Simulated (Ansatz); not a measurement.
**WSi (quintet): wave-function methods side by side, def2-QZVPP**

An exercise on one series of results from a longer session: the logs are not shown, and one member is left open.

Method: def2-QZVPP, core rule «outside noble gas», up to 9 orbitals frozen; program: Ansatz 0.2.0, Gaussian basis.

To be run: UHF; ROHF; CCSD(T) on UHF.

2 further runs of the same task are left out: 2 set aside as unsound or not needed.

**The geometry**

The geometry is a PBE0/def2-TZVP stationary point (not a proven minimum) of the parent state, kept for this charge and spin. No spin-orbit coupling is included. Elements past krypton take def2 core potentials.

2 atoms, charge 0, spin multiplicity 5.

Atoms are counted from 1 here; the program's logs count them from 0.

Bond lengths: W1–Si2 2.218 Å.

Set-up of the first run:

File in.yaml:

```yaml
crystal:
  periodic: [false, false, false]
  atoms:
    - {symbol: W, position_ang: [0.000000, 0.000000, 0.000000]}
    - {symbol: Si, position_ang: [0.000000, 0.000000, 2.218234]}
basis:
  gaussian: {orbitals: "def2-QZVPP.json"}
magnetization: {spin_polarized: true, initial_magnetization: 4}
hamiltonian: {xc: hf}
output: {orbitals: {seedname: orbitals}}
```

Launch:

```console
ansatz run in.yaml --threads 1 --pin off --events-out ev --progress --plain --max-ram 4096MiB --backend cpu
```

Among the steps run: UHF; ROHF; CCSD(T) on UHF.

One of the session's tables, all rows but one given; the rest of the session is left out.

```
  method  from UCCSD(T) (kcal/mol)
    ROHF                   +189.33
    UMP2                    +31.03
   UCCSD                         ?
UCCSD(T)                         0
```

Estimate the missing values for UCCSD.

As computed: from UCCSD(T) (kcal/mol): +12.24. In the column «from UCCSD(T) (kcal/mol)» it lies between UCCSD(T) (0) and UMP2 (+31.03).

Left out of the table: UHF (another determinant or state than the rows shown).

Caveats from the session: The determinant is far from a pure spin state, so its energy mixes those of several spin states (harmless only where they are near-degenerate, as at dissociation). Warnings: spin contamination; coupled cluster took another determinant than the lowest.
